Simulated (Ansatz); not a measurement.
# CHN with GeH₄: superposition error and deformation, part 2 of 3

Ansatz 0.2.0, Gaussian basis. Earlier steps stand in the parts before.

## (12) HSE06-D4/def2-TZVPPD

The inputs:

a/in.yaml

```yaml
crystal:
  periodic: [false, false, false]
  atoms:
    - {symbol: C, position_ang: [-0.090214, 0.395705, -2.865682]}
    - {symbol: N, position_ang: [-0.049946, 0.350534, -1.722101]}
    - {symbol: H, position_ang: [-0.127845, 0.437931, -3.932952]}
basis:
  gaussian: {orbitals: "def2-TZVPPD.json"}
hamiltonian: {xc: hse06, dispersion: d4}
```

b/in.yaml

```yaml
crystal:
  periodic: [false, false, false]
  atoms:
    - {symbol: Ge, position_ang: [0.053311, -0.234361, 1.693231]}
    - {symbol: H, position_ang: [-1.328302, -0.624838, 1.155917]}
    - {symbol: H, position_ang: [1.141310, -1.062441, 0.999898]}
    - {symbol: H, position_ang: [0.097796, -0.523120, 3.204716]}
    - {symbol: H, position_ang: [0.303990, 1.260692, 1.466872]}
basis:
  gaussian: {orbitals: "def2-TZVPPD.json"}
hamiltonian: {xc: hse06, dispersion: d4}
```

One command serves all of them, each in its own folder.

The run is started by

```sh
$ ansatz run in.yaml --threads 4 --pin off --events-out ev --progress --plain --max-ram 9574MiB
```

Output in a, cut to the lines that bear on the results:

```text
Functional definition: HSE06
  name "HSE06"
  cite "Heyd, Scuseria & Ernzerhof, J. Chem. Phys. 118, 8207 (2003) doi:10.1063/1.1564060"
  cite "Krukau, Vydrov, Izmaylov & Scuseria, J. Chem. Phys. 125, 224106 (2006) doi:10.1063/1.2404663"
  cite "Heyd & Scuseria, J. Chem. Phys. 120, 7274 (2004) doi:10.1063/1.1668634"
  cite "Ernzerhof & Perdew, J. Chem. Phys. 109, 3313 (1998) doi:10.1063/1.476928"
[...]
  # The whole range is PBE's own exchange, as in plane waves. The composition of these papers is wPBEh.
[...]
412 factors; their error is unknown
38 factors; integrals over basis functions are off by at most 1.1e-4 eV
[...]
mean field -2539.94105543 eV, -93.3411121530 hartree, gradient 8.3e-5 eV, S^2 0.000000; 0 other end points of the search recorded, 0 dependent functions left out
reference -2539.94108377 eV, -93.3411131946 hartree; 7, 7 occupied and 84, 84 virtual orbitals, 412 factors
Total energy: -2539.95478134 eV, -93.3416165712 hartree
```

b printed, cut to the lines that bear on the results:

```text
[... 6 set-up lines as earlier in the session ...]
[...]
662 factors; their error is unknown
67 factors; integrals over basis functions are off by at most 1.6e-6 eV
[...]
mean field -56575.71360629 eV, -2079.1191266352 hartree, gradient 5.4e-5 eV, S^2 0.000000; 0 other end points of the search recorded, 0 dependent functions left out
reference -56575.71363866 eV, -2079.1191278247 hartree; 18, 18 occupied and 104, 104 virtual orbitals, 662 factors
Total energy: -56575.74613641 eV, -2079.1203220950 hartree
```

They took 0.45 s (a), 0.85 s (b) on 4 threads of Intel Xeon Platinum 8259CL at 2.50GHz, shared host.

## (13) CCSD(T)/def2-TZVPPD

The same edit goes into each in.yaml of step 12 (a, b):

```diff
-hamiltonian: {xc: hse06, dispersion: d4}
+correlation: {method: ccsd_t}
```

One command serves all of them, each in its own folder.

The run is started by

```sh
$ ansatz run in.yaml --threads 4 --pin off --events-out ev --progress --plain --max-ram 9574MiB
```

Log of a, cut to the lines that bear on the results:

```text
Functional definition: HF
  name "HF"
  cite "Fock, Z. Phys. 61, 126 (1930) doi:10.1007/BF01340294"
[... 1 set-up line as earlier in the session ...]
[...]
554 factors; integrals over basis functions are off by at most 1.0e-3 eV
[...]
mean field -2528.28405721 eV, -92.9127253700 hartree, gradient 2.6e-6 eV, S^2 0.000000; 0 other end points of the search recorded, 0 dependent functions left out
2 core orbitals not correlated: weight in the atoms' cores, before any rotation towards them, 1.000 or more for the frozen orbitals, at most 0.000 for the correlated occupied ones
reference -2528.28405721 eV, -92.9127253700 hartree; 5, 5 occupied and 84, 84 virtual orbitals, 554 factors
second order -9.35182219 eV of doubles, -0.00000000 eV of singles
cycle   1  -9.09146040 eV  change    2.6e-1 eV  update   8.0e-2
[...]
cycle   9  -9.47776684 eV  change   -6.4e-6 eV  update   5.3e-6
perturbative correction -0.48092110 eV, -0.0176735244 hartree
Total energy: -2538.24274515 eV, -93.2787004015 hartree
```

Log of b, cut to the lines that bear on the results:

```text
[... 4 set-up lines as earlier in the session ...]
[...]
694 factors; integrals over basis functions are off by at most 6.3e-4 eV
[...]
mean field -56536.53750614 eV, -2077.6794315091 hartree, gradient 2.9e-6 eV, S^2 0.000000; 0 other end points of the search recorded, 0 dependent functions left out
9 core orbitals not correlated: weight in the atoms' cores, before any rotation towards them, 1.000 or more for the frozen orbitals, at most 0.000 for the correlated occupied ones
reference -56536.53750614 eV, -2077.6794315091 hartree; 9, 9 occupied and 104, 104 virtual orbitals, 694 factors
second order -7.64822919 eV of doubles, -0.00000000 eV of singles
cycle   1  -7.82837902 eV  change   -1.8e-1 eV  update   7.3e-2
[...]
cycle   8  -8.18985967 eV  change   -8.6e-6 eV  update   9.2e-6
perturbative correction -0.23375682 eV, -0.0085904047 hartree
Total energy: -56544.96112263 eV, -2077.9889937056 hartree
```

Wall times: 0.9 s (a), 2.9 s (b) on 4 threads of Intel Xeon Platinum 8259CL at 2.50GHz, shared host; peak memory 0.53 GiB.

## (14) Relaxing CHN alone

File relax-a/in.yaml:

```yaml
crystal:
  periodic: [false, false, false]
  atoms:
    - {symbol: C, position_ang: [-0.090214, 0.395705, -2.865682]}
    - {symbol: N, position_ang: [-0.049946, 0.350534, -1.722101]}
    - {symbol: H, position_ang: [-0.127845, 0.437931, -3.932952]}
basis:
  gaussian: {orbitals: def2-TZVP}
hamiltonian: {xc: pbe0, dispersion: d4}
relax: {f_tol: 0.005, max_steps: 200}
```

The run is started by

```sh
$ ansatz run in.yaml --threads 4 --pin off --events-out ev --progress --plain --max-ram 9574MiB
```

Output, cut to the lines that bear on the results:

```text
[... 5 set-up lines as earlier in the session ...]
[...]
379 factors; their error is unknown
[...]
mean field -2540.05790213 eV, -93.3454061904 hartree, gradient 7.6e-5 eV, S^2 0.000000; 0 other end points of the search recorded, 0 dependent functions left out
[...]
reference -2540.05793150 eV, -93.3454072696 hartree; 7, 7 occupied and 61, 61 virtual orbitals, 379 factors
Total energy: -2540.07294817 eV, -93.3459591218 hartree
Atom 0 at    -0.090223     0.395715    -2.865854 Å, force     0.000029     0.000002     0.004629 eV/Å
Atom 1 at    -0.049935     0.350521    -1.721812 Å, force    -0.000094     0.000089    -0.004508 eV/Å
Atom 2 at    -0.127848     0.437934    -3.933069 Å, force     0.000065    -0.000091    -0.000120 eV/Å
Dipole moment:    -0.022218     0.024927    -0.630598 e Å
```

It took 0.9 s on 4 threads of Intel Xeon Platinum 8259CL at 2.50GHz, shared host.

Relaxation path:

```
step  energy from step 1 (eV)  largest force component (eV/Å)
   1                   0.0000                          0.0573
   2                   0.0000                          0.0046
```

Close pairs (by a distance rule), those that changed most:

```
 bond  before (Å)  after (Å)  change (Å)
C1–N2       1.145      1.146      +0.000
C1–H3       1.069      1.069      -0.000
```

## (15) Relaxing GeH₄ alone

File relax-b/in.yaml:

```yaml
crystal:
  periodic: [false, false, false]
  atoms:
    - {symbol: Ge, position_ang: [0.053311, -0.234361, 1.693231]}
    - {symbol: H, position_ang: [-1.328302, -0.624838, 1.155917]}
    - {symbol: H, position_ang: [1.141310, -1.062441, 0.999898]}
    - {symbol: H, position_ang: [0.097796, -0.523120, 3.204716]}
    - {symbol: H, position_ang: [0.303990, 1.260692, 1.466872]}
basis:
  gaussian: {orbitals: def2-TZVP}
hamiltonian: {xc: pbe0, dispersion: d4}
relax: {f_tol: 0.005, max_steps: 200}
```

The run is started by

```sh
$ ansatz run in.yaml --threads 4 --pin off --events-out ev --progress --plain --max-ram 9574MiB
```

Output, cut to the lines that bear on the results:

```text
[... 5 set-up lines as earlier in the session ...]
[...]
577 factors; their error is unknown
[...]
mean field -56575.69227757 eV, -2079.1183428192 hartree, gradient 7.1e-6 eV, S^2 0.000000; 0 other end points of the search recorded, 0 dependent functions left out
[...]
Atom 1 at    -1.324191    -0.622068     1.150072 Å, force    -0.001036    -0.000713     0.001620 eV/Å
Atom 2 at     1.137725    -1.058312     0.994455 Å, force     0.000908    -0.001055     0.001528 eV/Å
Atom 3 at     0.097989    -0.523990     3.211241 Å, force    -0.000076     0.000382    -0.002594 eV/Å
Atom 4 at     0.302950     1.257207     1.460328 Å, force     0.000272     0.000908     0.001762 eV/Å
Dipole moment:     0.000011    -0.000080     0.000366 e Å
```

Wall time 2.3 s (4 threads of Intel Xeon Platinum 8259CL at 2.50GHz, shared host).

The steps of the relaxation:

```
step  energy from step 1 (eV)  largest force component (eV/Å)
   1                   0.0000                          0.1941
   2                  -0.0012                          0.0311
   3                  -0.0010                          0.0504
   4                  -0.0013                          0.0026
```

Close pairs (by a distance rule), those that changed most:

```
  bond  before (Å)  after (Å)  change (Å)
Ge1–H4       1.539      1.534      -0.005
Ge1–H5       1.533      1.534      +0.002
Ge1–H2       1.533      1.534      +0.001
Ge1–H3       1.533      1.534      +0.001
```

## (16) PBE-D4/def2-TZVPPD

File free-a/in.yaml:

```yaml
crystal:
  periodic: [false, false, false]
  atoms:
    - {symbol: C, position_ang: [-0.090223, 0.395715, -2.865854]}
    - {symbol: N, position_ang: [-0.049935, 0.350521, -1.721812]}
    - {symbol: H, position_ang: [-0.127848, 0.437934, -3.933069]}
basis:
  gaussian: {orbitals: "def2-TZVPPD.json"}
hamiltonian: {xc: pbe, dispersion: d4}
```

File free-b/in.yaml:

```yaml
crystal:
  periodic: [false, false, false]
  atoms:
    - {symbol: Ge, position_ang: [0.053633, -0.236904, 1.704538]}
    - {symbol: H, position_ang: [-1.324191, -0.622068, 1.150072]}
    - {symbol: H, position_ang: [1.137725, -1.058312, 0.994455]}
    - {symbol: H, position_ang: [0.097989, -0.523990, 3.211241]}
    - {symbol: H, position_ang: [0.302950, 1.257207, 1.460328]}
basis:
  gaussian: {orbitals: "def2-TZVPPD.json"}
hamiltonian: {xc: pbe, dispersion: d4}
```

One command serves all of them, each in its own folder.

The run is started by

```sh
$ ansatz run in.yaml --threads 4 --pin off --events-out ev --progress --plain --max-ram 9574MiB
```

Output in free-a, cut to the lines that bear on the results:

```text
[... 4 set-up lines as earlier in the session ...]
[...]
412 factors; their error is unknown
[...]
mean field -2540.11571310 eV, -93.3475307043 hartree, gradient 7.8e-6 eV, S^2 0.000000; 0 other end points of the search recorded, 0 dependent functions left out
reference -2540.11574143 eV, -93.3475317453 hartree; 7, 7 occupied and 84, 84 virtual orbitals, 412 factors
Total energy: -2540.13426823 eV, -93.3482125925 hartree
```

Log of free-b, cut to the lines that bear on the results:

```text
[... 4 set-up lines as earlier in the session ...]
[...]
609 factors; their error is unknown
[...]
mean field -56574.06829878 eV, -2079.0586626993 hartree, gradient 1.1e-5 eV, S^2 0.000000; 0 other end points of the search recorded, 0 dependent functions left out
reference -56574.06832991 eV, -2079.0586638433 hartree; 18, 18 occupied and 104, 104 virtual orbitals, 609 factors
Total energy: -56574.11131479 eV, -2079.0602435086 hartree
```

They took 0.3 s (free-a), 0.6 s (free-b) on 4 threads of Intel Xeon Platinum 8259CL at 2.50GHz, shared host.

## (17) r2SCAN-D4/def2-TZVPPD

The same edit goes into each in.yaml of step 16 (free-a, free-b):

```diff
-hamiltonian: {xc: pbe, dispersion: d4}
+hamiltonian: {xc: r2scan, dispersion: d4}
```

The same command starts each run, in its folder.

The run is started by

```sh
$ ansatz run in.yaml --threads 4 --pin off --events-out ev --progress --plain --max-ram 9574MiB
```

free-a printed, cut to the lines that bear on the results:

```text
[... 5 set-up lines as earlier in the session ...]
[...]
412 factors; their error is unknown
[...]
mean field -2541.67349152 eV, -93.4047780052 hartree, gradient 4.1e-5 eV, S^2 0.000000; 0 other end points of the search recorded, 0 dependent functions left out
reference -2541.67349957 eV, -93.4047783010 hartree; 7, 7 occupied and 84, 84 virtual orbitals, 412 factors
Total energy: -2541.67767853 eV, -93.4049318750 hartree
```

free-b printed, cut to the lines that bear on the results:

```text
[... 5 set-up lines as earlier in the session ...]
[...]
609 factors; their error is unknown
[...]
mean field -56582.67389598 eV, -2079.3749125635 hartree, gradient 1.5e-5 eV, S^2 0.000000; 0 other end points of the search recorded, 0 dependent functions left out
reference -56582.67390485 eV, -2079.3749128894 hartree; 18, 18 occupied and 104, 104 virtual orbitals, 609 factors
Total energy: -56582.68348380 eV, -2079.3752649093 hartree
```

They took 0.6 s (free-a), 1.1 s (free-b) on 4 threads of Intel Xeon Platinum 8259CL at 2.50GHz, shared host.

## (18) PBE0-D4/def2-TZVPPD

Each input of step 17 (free-a, free-b) changes in the same lines:

```diff
-hamiltonian: {xc: r2scan, dispersion: d4}
+hamiltonian: {xc: pbe0, dispersion: d4}
+output: {orbitals: {seedname: orbitals}}
```

One command serves all of them, each in its own folder.

The run is started by

```sh
$ ansatz run in.yaml --threads 4 --pin off --events-out ev --progress --plain --max-ram 9574MiB
```

free-a printed, cut to the lines that bear on the results:

```text
[... 5 set-up lines as earlier in the session ...]
[...]
412 factors; their error is unknown
[...]
mean field -2540.07410394 eV, -93.3460015956 hartree, gradient 7.8e-5 eV, S^2 0.000000; 0 other end points of the search recorded, 0 dependent functions left out
reference -2540.07412529 eV, -93.3460023804 hartree; 7, 7 occupied and 84, 84 virtual orbitals, 412 factors
Total energy: -2540.08914196 eV, -93.3465542327 hartree
```

Log of free-b, cut to the lines that bear on the results:

```text
[... 5 set-up lines as earlier in the session ...]
[...]
662 factors; their error is unknown
[...]
mean field -56575.72567256 eV, -2079.1195700625 hartree, gradient 8.1e-5 eV, S^2 0.000000; 0 other end points of the search recorded, 0 dependent functions left out
reference -56575.72569686 eV, -2079.1195709553 hartree; 18, 18 occupied and 104, 104 virtual orbitals, 662 factors
Total energy: -56575.76095222 eV, -2079.1208665658 hartree
```

Times: 0.35 s (free-a), 0.75 s (free-b) on 4 threads of Intel Xeon Platinum 8259CL at 2.50GHz, shared host.

## (19) B3LYP-D4/def2-TZVPPD

Each input of step 18 (free-a, free-b) changes in the same lines:

```diff
-hamiltonian: {xc: pbe0, dispersion: d4}
-output: {orbitals: {seedname: orbitals}}
+hamiltonian: {xc: {name: B3LYP}, dispersion: d4}
```

The same command starts each run, in its folder.

The run is started by

```sh
$ ansatz run in.yaml --threads 4 --pin off --events-out ev --progress --plain --max-ram 9574MiB
```

Output in free-a, cut to the lines that bear on the results:

```text
[... 6 set-up lines as earlier in the session ...]
[...]
412 factors; their error is unknown
[...]
mean field -2543.31072536 eV, -93.4649452389 hartree, gradient 2.6e-5 eV, S^2 0.000000; 0 other end points of the search recorded, 0 dependent functions left out
reference -2543.31090345 eV, -93.4649517838 hartree; 7, 7 occupied and 84, 84 virtual orbitals, 412 factors
Total energy: -2543.34092490 eV, -93.4660550515 hartree
```

Output in free-b, cut to the lines that bear on the results:

```text
[... 6 set-up lines as earlier in the session ...]
[...]
650 factors; their error is unknown
[...]
mean field -56584.52628139 eV, -2079.4429864715 hartree, gradient 2.4e-5 eV, S^2 0.000000; 0 other end points of the search recorded, 0 dependent functions left out
reference -56584.52648906 eV, -2079.4429941033 hartree; 18, 18 occupied and 104, 104 virtual orbitals, 650 factors
Total energy: -56584.59646437 eV, -2079.4455656486 hartree
```

They took 0.45 s (free-a), 0.8 s (free-b) on 4 threads of Intel Xeon Platinum 8259CL at 2.50GHz, shared host.

## (20) wB97X-V/def2-TZVPPD

Each input of step 19 (free-a, free-b) changes in the same lines:

```diff
-hamiltonian: {xc: {name: B3LYP}, dispersion: d4}
+hamiltonian: {xc: {name: wB97X-V}}
```

One command serves all of them, each in its own folder.

The run is started by

```sh
$ ansatz run in.yaml --threads 4 --pin off --events-out ev --progress --plain --max-ram 9574MiB
```

free-a printed, cut to the lines that bear on the results:

```text
[... 5 set-up lines as earlier in the session ...]
[...]
      + integral(e_c_pw_opposite_spin*poly(b97_u_opposite, cos0, cos1)) + vv10(b, c)
412 factors; their error is unknown
112 factors; integrals over basis functions are off by at most 7.7e-5 eV
[...]
mean field -2542.36424637 eV, -93.4301627776 hartree, gradient 5.6e-5 eV, S^2 0.000000; 0 other end points of the search recorded, 0 dependent functions left out
reference -2542.36424503 eV, -93.4301627283 hartree; 7, 7 occupied and 84, 84 virtual orbitals, 412 factors
Total energy: -2542.36424503 eV, -93.4301627283 hartree
```

free-b printed, cut to the lines that bear on the results:

```text
[... 5 set-up lines as earlier in the session ...]
[...]
      + integral(e_c_pw_opposite_spin*poly(b97_u_opposite, cos0, cos1)) + vv10(b, c)
650 factors; their error is unknown
180 factors; integrals over basis functions are off by at most 1.1e-5 eV
[...]
mean field -56577.85093420 eV, -2079.1976719870 hartree, gradient 1.8e-5 eV, S^2 0.000000; 0 other end points of the search recorded, 0 dependent functions left out
reference -56577.85093265 eV, -2079.1976719301 hartree; 18, 18 occupied and 104, 104 virtual orbitals, 650 factors
Total energy: -56577.85093265 eV, -2079.1976719301 hartree
```

They took 0.9 s (free-a), 1.9 s (free-b) on 4 threads of Intel Xeon Platinum 8259CL at 2.50GHz, shared host.

## (21) wB97M-V/def2-TZVPPD

Each input of step 20 (free-a, free-b) changes in the same lines:

```diff
-hamiltonian: {xc: {name: wB97X-V}}
+hamiltonian: {xc: {name: wB97M-V}}
```

One command serves all of them, each in its own folder.

The run is started by

```sh
$ ansatz run in.yaml --threads 4 --pin off --events-out ev --progress --plain --max-ram 9574MiB
```

Log of free-a, cut to the lines that bear on the results:

```text
[... 5 set-up lines as earlier in the session ...]
  # Of w^i u^j: cxij and so on, Table III.
[...]
  gx(w, u) = 1 - cx + cx01*u + cx10*w
[...]
      + integral(e_c_pw_mod_opposite_spin*gos(b97_w_opposite, b97_u_opposite)) + vv10(b, c)
412 factors; their error is unknown
112 factors; integrals over basis functions are off by at most 7.7e-5 eV
[...]
mean field -2542.44422587 eV, -93.4331019701 hartree, gradient 5.9e-5 eV, S^2 0.000000; 0 other end points of the search recorded, 0 dependent functions left out
reference -2542.44425954 eV, -93.4331032076 hartree; 7, 7 occupied and 84, 84 virtual orbitals, 412 factors
Total energy: -2542.44425954 eV, -93.4331032076 hartree
```

Output in free-b, cut to the lines that bear on the results:

```text
[... 5 set-up lines as earlier in the session ...]
  # Of w^i u^j: cxij and so on, Table III.
[...]
  gx(w, u) = 1 - cx + cx01*u + cx10*w
[...]
      + integral(e_c_pw_mod_opposite_spin*gos(b97_w_opposite, b97_u_opposite)) + vv10(b, c)
650 factors; their error is unknown
180 factors; integrals over basis functions are off by at most 1.1e-5 eV
[...]
mean field -56579.32491143 eV, -2079.2518396514 hartree, gradient 8.1e-6 eV, S^2 0.000000; 0 other end points of the search recorded, 0 dependent functions left out
reference -56579.32494975 eV, -2079.2518410596 hartree; 18, 18 occupied and 104, 104 virtual orbitals, 650 factors
Total energy: -56579.32494975 eV, -2079.2518410596 hartree
```

They took 0.85 s (free-a), 1.7 s (free-b) on 4 threads of Intel Xeon Platinum 8259CL at 2.50GHz, shared host.

## (22) B2PLYP/def2-TZVPPD

The same edit goes into each in.yaml of step 21 (free-a, free-b):

```diff
-hamiltonian: {xc: {name: wB97M-V}}
+hamiltonian: {xc: {name: B2PLYP}}
```

One command serves all of them, each in its own folder.

The run is started by

```sh
$ ansatz run in.yaml --threads 4 --pin off --events-out ev --progress --plain --max-ram 9574MiB
```

Log of free-a, cut to the lines that bear on the results:

```text
[... 5 set-up lines as earlier in the session ...]
[...]
554 factors; integrals over basis functions are off by at most 1.0e-3 eV
[...]
mean field -2538.22713964 eV, -93.2781269097 hartree, gradient 4.4e-6 eV, S^2 0.000000; 0 other end points of the search recorded, 0 dependent functions left out
2 core orbitals not correlated: weight in the atoms' cores, before any rotation towards them, 1.000 or more for the frozen orbitals, at most 0.000 for the correlated occupied ones
reference -2538.22725048 eV, -93.2781309830 hartree; 5, 5 occupied and 84, 84 virtual orbitals, 554 factors
second order -11.64641678 eV of doubles, -0.00000000 eV of singles
Total energy: -2541.37178302 eV, -93.3936904221 hartree
```

Output in free-b, cut to the lines that bear on the results:

```text
[... 5 set-up lines as earlier in the session ...]
[...]
694 factors; integrals over basis functions are off by at most 6.2e-4 eV
[...]
mean field -56570.31352542 eV, -2078.9206773233 hartree, gradient 8.3e-6 eV, S^2 0.000000; 0 other end points of the search recorded, 0 dependent functions left out
9 core orbitals not correlated: weight in the atoms' cores, before any rotation towards them, 1.000 or more for the frozen orbitals, at most 0.000 for the correlated occupied ones
reference -56570.31365934 eV, -2078.9206822449 hartree; 9, 9 occupied and 104, 104 virtual orbitals, 694 factors
second order -9.30352526 eV of doubles, -0.00000000 eV of singles
Total energy: -56572.82561116 eV, -2079.0129947716 hartree
```

Times: 0.6 s (free-a), 1.1 s (free-b) on 4 threads of Intel Xeon Platinum 8259CL at 2.50GHz, shared host.

[end of part 2 of 3]
